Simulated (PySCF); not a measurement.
# C3H6BFO2: electronic excitations at several levels of theory

How much do the electronic excitations of C3H6BFO2 (`F[C@@H]1CCOBO1`) depend on the level of theory, and what does each level cost?

Computed with PySCF 2.14.0, with density-fitted response routines of our own, on a single molecule in the gas phase. Atoms count from 0, in the outputs and in this text.

## Step 1: The starting structure

13 atoms, charge 0, multiplicity 1; geometry from: GFN2-xTB. The atoms were then displaced at random by about 0.01 Å, so the start is not that level's minimum.

Bonds of the start (Å): F0–C1 1.37, C1–C2 1.54, C2–C3 1.49, C3–O4 1.40, O4–B5 1.34, B5–O6 1.38, O6–C1 1.38, C1–H7 1.11, C2–H8 1.12, C2–H9 1.08, C3–H10 1.13, C3–H11 1.09, B5–H12 1.17.

## Step 2: Geometry optimisation at PBE0-D3(BJ)/def2-SVP

What the job is given:

```
{"job": {"xc": "PBE0", "basis": "def2-SVP", "d3": "d3bj", "grid": 1, "shake": 0.01, "kind": "geom"}, "charge": 0, "multiplicity": 1}
F      1.189380     0.083220    -1.681050
C      1.205720    -0.179110    -0.332810
C     -0.004510    -1.066960     0.000110
C     -1.223120    -0.233340    -0.174590
O     -1.177210     0.994980     0.500260
B      0.012290     1.574570     0.738830
O      1.220250     1.007520     0.370290
H      2.190710    -0.674700    -0.171860
H      0.114560    -1.378960     1.066230
H      0.000220    -1.937450    -0.635600
H     -2.136300    -0.768230     0.235070
H     -1.413500    -0.032230    -1.229840
H      0.027330     2.593810     1.304640
```

Command:

```
OMP_NUM_THREADS=1 python probes_run.py task.json out
```

The driver reads the jobs from task.json and runs them one after another.

The program printed:

```text
step   0  E = -392.44875950  max force = 0.042304
step   1  E = -392.44959774  max force = 0.019026
step   2  E = -392.45255298  max force = 0.005406
step   3  E = -392.45306747  max force = 0.002982
step   4  E = -392.45321534  max force = 0.001029
step   5  E = -392.45331725  max force = 0.001935
step   6  E = -392.45338606  max force = 0.001792
step   7  E = -392.45341331  max force = 0.000945
step   8  E = -392.45342089  max force = 0.000316
optimisation converged
```

Wall time 46 s (1 thread of Arm Neoverse V2, shared host); peak memory 0.56 GiB.

Step by step:

| step | energy from step 0 (eV) | largest force component (eV/Å) |
| --- | --- | --- |
| 0 | 0.0000 | 2.1754 |
| 1 | -0.0228 | 0.9784 |
| 2 | -0.1032 | 0.2780 |
| 3 | -0.1172 | 0.1533 |
| 4 | -0.1212 | 0.0529 |
| 5 | -0.1240 | 0.0995 |
| 6 | -0.1259 | 0.0921 |
| 7 | -0.1266 | 0.0486 |
| 8 | -0.1268 | 0.0162 |

Distances of close pairs at the start and the end, largest changes first:

```csv
bond,before (Å),after (Å),change (Å)
B5–H12,1.166,1.203,+0.037
C3–H10,1.135,1.100,-0.035
C2–C3,1.487,1.516,+0.029
C1–C2,1.537,1.514,-0.023
C2–H9,1.078,1.100,+0.022
C2–H8,1.117,1.102,-0.015
C1–H7,1.114,1.102,-0.012
C3–O4,1.402,1.414,+0.012
```

The next job starts from the end point, and lists it.

```csv
at the end point,value
point group (found at 0.08 Å tolerance),C1
"rotational constants (GHz, main isotopes)","4.158, 2.913, 2.191"
dipole moment (D),2.90
```

## Step 3: Excited states and response: PBE0/def2-TZVP

What the job is given:

```
{"job": {"kind": "uv", "xc": "PBE0", "basis": "def2-TZVP"}, "charge": 0, "multiplicity": 1}
F     -0.148001     0.454879    -1.986892
C      0.757855     0.350033    -0.961014
C      0.464915    -0.920816    -0.191233
C     -0.893776    -0.792369     0.469341
O     -0.986105     0.400488     1.223112
B     -0.237581     1.476899     0.894551
O      0.644454     1.471269    -0.157303
H      1.763636     0.356866    -1.411470
H      1.255045    -1.071015     0.561936
H      0.484469    -1.780854    -0.876605
H     -1.088341    -1.636487     1.147373
H     -1.683560    -0.787717    -0.299934
H     -0.324392     2.477478     1.557017
```

With the program's defaults for keys left out, this is: TDDFT PBE0/def2-TZVP, vertical, gas phase, core orbitals frozen in the response.

The program printed:

```text
coarse grid: 11328 points
cycle   1  E = -392.7591173233  dE =  1.106e+00  |g| = 9.009e-01  |ddm| = 2.702e+00
cycle   2  E = -392.6128973692  dE =  1.462e-01  |g| = 1.311e+00  |ddm| = 1.332e+00
cycle   3  E = -392.8949430875  dE = -2.820e-01  |g| = 8.505e-02  |ddm| = 8.427e-01
cycle   4  E = -392.8959191225  dE = -9.760e-04  |g| = 4.949e-02  |ddm| = 7.670e-02
cycle   5  E = -392.8963593369  dE = -4.402e-04  |g| = 1.376e-02  |ddm| = 3.337e-02
cycle   6  E = -392.8963880677  dE = -2.873e-05  |g| = 4.345e-03  |ddm| = 9.248e-03
cycle   7  E = -392.8963917291  dE = -3.661e-06  |g| = 4.202e-04  |ddm| = 2.897e-03
final grid: 111088 points
cycle   8  E = -392.8932335856  dE = -9.500e-05  |g| = 1.085e-02  |ddm| = 6.630e-02
cycle   9  E = -392.8932129756  dE =  2.061e-05  |g| = 1.540e-02  |ddm| = 1.401e-02
cycle  10  E = -392.8932544175  dE = -4.144e-05  |g| = 9.430e-04  |ddm| = 8.159e-03
cycle  11  E = -392.8932545698  dE = -1.523e-07  |g| = 4.029e-04  |ddm| = 1.050e-03
cycle  12  E = -392.8932546008  dE = -3.102e-08  |g| = 1.165e-04  |ddm| = 3.444e-04
cycle  13  E = -392.8932546030  dE = -2.134e-09  |g| = 4.246e-05  |ddm| = 9.141e-05
cycle  14  E = -392.8932546033  dE = -3.015e-10  |g| = 7.681e-06  |ddm| = 2.837e-05
converged SCF energy = -392.8932546033

Static polarisability (au): isotropic 52.852, principal 45.463 54.204 58.887

Singlet excitations
state   eV       nm        f      main configurations
  1   7.7478    160.0   0.00689   H->L 0.88, H-1->L 0.08
  2   8.2834    149.7   0.07068   H-1->L 0.83, H->L 0.09
  3   8.5257    145.4   0.00348   H->L+1 0.92
  4   8.6149    143.9   0.02286   H-2->L 0.67, H-1->L+1 0.28
  5   8.6589    143.2   0.00617   H-1->L+1 0.67, H-2->L 0.29
  6   9.3801    132.2   0.02502   H->L+2 0.63, H-2->L+1 0.24
  7   9.4850    130.7   0.00607   H-2->L+1 0.53, H->L+2 0.30
  8   9.5458    129.9   0.00745   H-1->L+2 0.63, H-1->L+3 0.12, H-2->L+1 0.09
  9   9.6085    129.0   0.01479   H-4->L 0.57, H->L+3 0.14
 10   9.6764    128.1   0.02364   H->L+3 0.61, H-3->L 0.10, H-4->L 0.10

Triplet excitations (Tamm-Dancoff, eV): 7.2278 7.5350 7.7688 8.2623
```

Wall time 37 s (1 thread of Arm Neoverse V2, shared host); peak memory 0.93 GiB.

Frontier orbitals and where they lie:

| orbital | eV | atoms |
| --- | --- | --- |
| HOMO−3 | -10.39 | O6 43 %, B5 16 %, F0 12 % |
| HOMO−2 | -9.61 | B5 23 %, H12 20 %, O4 16 % |
| HOMO−1 | -8.92 | O4 37 %, O6 16 %, C3 14 % |
| HOMO | -8.75 | O4 22 %, O6 20 %, C1 12 % |
| LUMO | 0.57 | B5 68 %, O4 9 %, O6 7 % |
| LUMO+1 | 1.04 | B5 20 %, H8 14 %, H9 13 % |
| LUMO+2 | 1.92 | H7 17 %, H11 16 %, C1 14 % |

With each of the 10 states as a Gaussian band of 0.4 eV half-width at 1/e, the curve within the window shown has maxima at 148 nm (ε 3,700), 130 nm (ε 2,800) L/(mol cm). Beyond the last state computed it falls off for lack of states. The curve at chosen wavelengths:

(nm, ε (L/mol/cm)): (124, 1061), (126, 1916), (128, 2631), (130, 2839), (132, 2491), (134, 1877), (136, 1388), (138, 1280), (140, 1595), (142, 2206), (144, 2901), (146, 3449), (148, 3665), (149, 3621), (151, 3253), (153, 2634), (155, 1949), (157, 1349), (159, 898), (161, 591), (163, 389), (165, 254), (167, 163), (169, 100), (171, 58), (173, 32)

Ground-state properties from the same run:

```
           property  computed
  dipole moment (D)      2.77
polarisability (Å³)      7.83
 HOMO–LUMO gap (eV)      9.33
      −ε(HOMO) (eV)      8.75
```

## Step 4: TDDFT and polarisability: PBE0/aug-cc-pVDZ

The job, as its differences from that of step 3:

```diff
@@ -1,2 +1,2 @@
-{"job": {"kind": "uv", "xc": "PBE0", "basis": "def2-TZVP"}, "charge": 0, "multiplicity": 1}
+{"job": {"kind": "uv", "xc": "PBE0", "basis": "aug-cc-pVDZ"}, "charge": 0, "multiplicity": 1}
 F     -0.148001     0.454879    -1.986892
```

Method: TDDFT PBE0/aug-cc-pVDZ, vertical, gas phase, core orbitals frozen in the response.

The program printed:

```text
coarse grid: 11328 points
cycle   1  E = -392.6495791736  dE =  1.133e+00  |g| = 8.354e-01  |ddm| = 8.524e+00
cycle   2  E = -392.5172366127  dE =  1.323e-01  |g| = 1.209e+00  |ddm| = 2.822e+00
cycle   3  E = -392.7758413541  dE = -2.586e-01  |g| = 8.087e-02  |ddm| = 1.589e+00
cycle   4  E = -392.7768481055  dE = -1.007e-03  |g| = 4.257e-02  |ddm| = 1.947e-01
cycle   5  E = -392.7771891302  dE = -3.410e-04  |g| = 1.246e-02  |ddm| = 7.463e-02
cycle   6  E = -392.7772145526  dE = -2.542e-05  |g| = 4.002e-03  |ddm| = 2.244e-02
cycle   7  E = -392.7772178807  dE = -3.328e-06  |g| = 4.139e-04  |ddm| = 6.885e-03
final grid: 111088 points
cycle   8  E = -392.7845730702  dE = -3.741e-05  |g| = 1.012e-02  |ddm| = 1.729e-01
cycle   9  E = -392.7845545820  dE =  1.849e-05  |g| = 1.434e-02  |ddm| = 4.194e-02
cycle  10  E = -392.7845935710  dE = -3.899e-05  |g| = 8.922e-04  |ddm| = 2.129e-02
cycle  11  E = -392.7845937405  dE = -1.696e-07  |g| = 2.838e-04  |ddm| = 2.096e-03
cycle  12  E = -392.7845937549  dE = -1.436e-08  |g| = 1.024e-04  |ddm| = 5.442e-04
cycle  13  E = -392.7845937567  dE = -1.826e-09  |g| = 3.540e-05  |ddm| = 1.816e-04
cycle  14  E = -392.7845937570  dE = -2.290e-10  |g| = 7.018e-06  |ddm| = 6.082e-05
converged SCF energy = -392.7845937570

Static polarisability (au): isotropic 55.205, principal 47.875 56.524 61.215

Singlet excitations
state   eV       nm        f      main configurations
  1   7.5407    164.4   0.01135   H->L 0.77, H->L+1 0.10
  2   7.7030    161.0   0.00070   H->L+1 0.33, H-1->L 0.30, H->L 0.16
  3   7.7760    159.4   0.00123   H-1->L 0.64, H->L+1 0.14
  4   8.0799    153.4   0.04983   H-1->L+1 0.67, H->L+1 0.19
  5   8.2114    151.0   0.01918   H->L+2 0.63, H->L+1 0.16, H-1->L+1 0.12
  6   8.3928    147.7   0.00759   H-1->L+2 0.70, H-1->L+4 0.09
  7   8.4482    146.8   0.00835   H-2->L 0.34, H->L+4 0.19, H->L+3 0.16
  8   8.4828    146.2   0.01782   H->L+3 0.52, H-2->L 0.15, H-2->L+1 0.14
  9   8.4970    145.9   0.00662   H->L+4 0.54, H->L+3 0.20
 10   8.6058    144.1   0.00333   H-1->L+3 0.78

Triplet excitations (Tamm-Dancoff, eV): 7.1373 7.3920 7.5541 7.6811
```

Run time: 29 s. Hardware: 1 thread of Arm Neoverse V2, shared host; peak memory 0.89 GiB.

Key values: HOMO -8.77 eV, LUMO -0.18 eV; lowest singlet 7.54 eV.

## Step 5: TDDFT and polarisability: PBE0/6-31+G*

The job, as its differences from that of step 4:

```diff
@@ -1,2 +1,2 @@
-{"job": {"kind": "uv", "xc": "PBE0", "basis": "aug-cc-pVDZ"}, "charge": 0, "multiplicity": 1}
+{"job": {"kind": "uv", "xc": "PBE0", "basis": "6-31+G*"}, "charge": 0, "multiplicity": 1}
 F     -0.148001     0.454879    -1.986892
```

Method: TDDFT PBE0/6-31+G*, vertical, gas phase, core orbitals frozen in the response.

The program printed:

```text
coarse grid: 11328 points
cycle   1  E = -392.6647831582  dE =  1.118e+00  |g| = 8.165e-01  |ddm| = 3.454e+00
cycle   2  E = -392.5421000156  dE =  1.227e-01  |g| = 1.173e+00  |ddm| = 1.922e+00
cycle   3  E = -392.7882720510  dE = -2.462e-01  |g| = 7.674e-02  |ddm| = 1.182e+00
cycle   4  E = -392.7891856964  dE = -9.136e-04  |g| = 4.067e-02  |ddm| = 9.435e-02
cycle   5  E = -392.7895012395  dE = -3.155e-04  |g| = 1.150e-02  |ddm| = 5.034e-02
cycle   6  E = -392.7895230604  dE = -2.182e-05  |g| = 3.871e-03  |ddm| = 1.438e-02
cycle   7  E = -392.7895262010  dE = -3.141e-06  |g| = 3.820e-04  |ddm| = 4.238e-03
final grid: 111088 points
cycle   8  E = -392.7459682609  dE = -2.538e-05  |g| = 1.021e-02  |ddm| = 4.802e-02
cycle   9  E = -392.7459495788  dE =  1.868e-05  |g| = 1.449e-02  |ddm| = 2.212e-02
cycle  10  E = -392.7459891179  dE = -3.954e-05  |g| = 8.612e-04  |ddm| = 1.358e-02
cycle  11  E = -392.7459892813  dE = -1.635e-07  |g| = 2.516e-04  |ddm| = 1.163e-03
cycle  12  E = -392.7459892923  dE = -1.100e-08  |g| = 9.571e-05  |ddm| = 3.164e-04
cycle  13  E = -392.7459892940  dE = -1.638e-09  |g| = 2.997e-05  |ddm| = 1.080e-04
cycle  14  E = -392.7459892941  dE = -1.694e-10  |g| = 6.308e-06  |ddm| = 4.426e-05
converged SCF energy = -392.7459892941

Static polarisability (au): isotropic 51.546, principal 44.340 52.955 57.342

Singlet excitations
state   eV       nm        f      main configurations
  1   7.6693    161.7   0.01079   H->L 0.62, H->L+1 0.27
  2   7.9004    156.9   0.00541   H->L+1 0.38, H->L 0.33, H-1->L 0.20
  3   7.9966    155.0   0.00219   H-1->L 0.73, H->L+1 0.14
  4   8.2445    150.4   0.05453   H-1->L+1 0.80, H->L+1 0.13
  5   8.4893    146.0   0.02498   H->L+2 0.77, H-2->L 0.09
  6   8.5761    144.6   0.01843   H-2->L 0.41, H-2->L+1 0.40, H->L+2 0.10
  7   8.6788    142.9   0.00674   H-1->L+2 0.83
  8   8.7778    141.2   0.00036   H->L+3 0.89
  9   8.8499    140.1   0.01917   H-2->L+1 0.34, H-2->L 0.26, H->L+4 0.23
 10   8.8869    139.5   0.00785   H-1->L+3 0.54, H-2->L 0.14

Triplet excitations (Tamm-Dancoff, eV): 7.2219 7.4894 7.7540 7.8735
```

Run time: 16 s. Hardware: 1 thread of Arm Neoverse V2, shared host; peak memory 0.71 GiB.

In short: HOMO -8.81 eV, LUMO 0.09 eV; lowest singlet 7.67 eV.

## Step 6: Run by run: electronic excitations

Excitations and ground-state properties, with basis size and wall time:

```
             run  lowest singlet (eV)  brightest (eV)      f  gap (eV)  α (Å³)  μ (D)  functions  time
  PBE0/def2-TZVP                 7.75            8.28  0.071      9.33    7.83   2.77        253  37 s
PBE0/aug-cc-pVDZ                 7.54            8.08  0.050      8.59    8.18   2.79        215  29 s
    PBE0/6-31+G*                 7.67            8.24  0.055      8.89    7.64   2.95        138  16 s
```

## Step 7: Results

| quantity | value |
| --- | --- |
| point group | C1 |
| rotational constants (main isotopes) | 4.16, 2.91, 2.19 GHz |
| lowest singlet (PBE0/def2-TZVP) | 7.75 eV (160 nm), f = 0.007 |
| brightest single state of those computed | state 2, 8.28 eV, f = 0.071 |
| lowest triplet | 7.23 eV |
| range of the lowest singlet | 7.54 to 7.75 eV |

In words: Single values in the summary come from the first run of each kind that ended normally (PBE0/def2-TZVP), which need not be the best level. Over 8 steps the energy fell by 0.127 eV; of the close pairs, B5–H12 changed most, 1.166 to 1.203 Å. No frequency check was run at this level, so the end point may be a saddle. The first singlet state (HOMO→LUMO 0.88, HOMO−1→LUMO 0.08) lies at 7.75 eV and is weak; of the 10 states computed, the strongest absorption comes from state 2 at 8.28 eV. The lowest triplet lies 0.52 eV below the lowest singlet (triplets in Tamm-Dancoff, singlets in full TDDFT). The basis of PBE0/def2-TZVP has no diffuse functions, so Rydberg states are missing and the high states are unreliable. The lowest singlet runs from 7.54 eV (PBE0/aug-cc-pVDZ) to 7.75 eV (PBE0/def2-TZVP), while the orbital gap spans 8.59 to 9.33 eV. The lowest state need not be the same one in every run.
